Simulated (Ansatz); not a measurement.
# C2H5Ge: the cost of one run

Computed with Ansatz 0.2.0, driven from Python. The levels of theory stand in the script.

### Step 1. The structure

Bond lengths: C1–C2 1.290 Å, C2–Ge3 1.893 Å, C1–H4 1.092 Å, C1–H5 1.071 Å, C2–H6 1.073 Å, Ge3–H7 1.570 Å, Ge3–H8 1.527 Å. Angles: C1–C2–Ge3 118.6°, C1–C2–H6 121.7°, Ge3–C2–H6 119.7°, C2–C1–H4 121.0°, C2–C1–H5 126.6°, H4–C1–H5 112.4°, C2–Ge3–H7 111.4°, C2–Ge3–H8 112.2°, H7–Ge3–H8 108.4°.

No structure file is read: the coordinates are typed or built in the script.

### Step 2. The code

The input, basis_c2h5ge.py:

```python
"""How the energy of C2H5Ge converges with the basis."""

import ansatz as az
from ase import Atoms


def main() -> None:
    atoms = Atoms(["C", "C", "Ge", "H", "H", "H", "H", "H"], positions=[
        (-0.5324, 1.1369, -0.4732),
        (-0.5843, 0.0019, 0.1382),
        (1.0384, -0.8234, 0.6566),
        (-1.445, 1.6507, -0.7841),
        (0.3521, 1.6874, -0.7229),
        (-1.519, -0.4813, 0.3508),
        (1.9759, -1.0692, -0.579),
        (0.8064, -2.1602, 1.3577),
    ])
    geometry = az.Crystal.molecule_from_ase(atoms)

    model = (
        geometry.calculation()
        .functional("B3LYP")
        .spin("collinear", total=1)
    )

    energies = {}
    for basis in ["cc-pVDZ", "cc-pVTZ"]:
        report = model.basis(gaussian=basis).run(threads=1).report
        size = report["n_frozen"] + report["n_occupied"][0] + report["n_virtual"][0]
        energies[basis] = (report["reference_energy_ev"] / 27.211386246, report["free_energy_ev"] / 27.211386246)
        print(f"{basis:14s} {size:4d} orbitals  reference {energies[basis][0]:14.6f} Ha  total {energies[basis][1]:14.6f} Ha")

    last = energies["cc-pVTZ"][1]
    for basis, (_, total) in energies.items():
        print(f"{basis:14s} lies {27.211386 * (total - last):9.4f} eV above cc-pVTZ")


if __name__ == "__main__":
    main()
```

### Step 3. The run

Launch:

```
$ python basis_c2h5ge.py
```

**Question.** How long does this script take on 1 thread of Arm Neoverse V2, shared host, and how much memory does it need?

About 14 s, with a peak of 0.49 GiB.
